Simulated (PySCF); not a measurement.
# C6H6O2: the cost of one run

The runs use PySCF 2.14.0, with density-fitted response routines of our own; the level of theory stands in each step. All values are computed, except where a source is named. Atoms count from 0, in the outputs and in this text.

### Step 1. The starting structure

14 atoms, charge 0, multiplicity 1; geometry from: GFN2-xTB. The atoms were then displaced at random by about 0.01 Å, so the start is not that level's minimum.

Bonds of the start (Å): C0–C1 1.48, C1–O2 1.21, C1–C3 1.50, C3–C4 1.34, C4–C5 1.40, C5–C6 1.36, C6–O7 1.33, O7–C3 1.35, C0–H8 1.11, C0–H9 1.11, C0–H10 1.07, C4–H11 1.09, C5–H12 1.05, C6–H13 1.06.

### Step 2. Relaxing the molecule at PBE0-D3(BJ)/def2-TZVP

What the job is given:

```
{"job": {"xc": "PBE0", "basis": "def2-TZVP", "d3": "d3bj", "grid": 2, "shake": 0.01, "kind": "geom"}, "charge": 0, "multiplicity": 1}
C     -2.291030     0.088080     0.066500
C     -1.252690    -0.241710     1.067490
O     -1.508860    -0.609260     2.188980
C      0.159450    -0.093160     0.581600
C      1.317290    -0.334570     1.220180
C      2.331600    -0.027880     0.299430
C      1.703490     0.354370    -0.839140
O      0.385190     0.327490    -0.686500
H     -2.188450     1.152320    -0.235200
H     -3.297900    -0.024510     0.512420
H     -2.216500    -0.522620    -0.807190
H      1.435610    -0.664700     2.247180
H      3.364560    -0.090320     0.444810
H      2.051090     0.671380    -1.788290
```

On the command line:

```sh
$ OMP_NUM_THREADS=1 python probes_run.py task.json out
```

One launch serves the whole session: the jobs run in the order shown.

Q: Estimate the wall time and peak memory of this first job on 1 thread of Intel Xeon 6975P-C, shared host.

About 3.7 min, with a peak of 1.6 GiB.
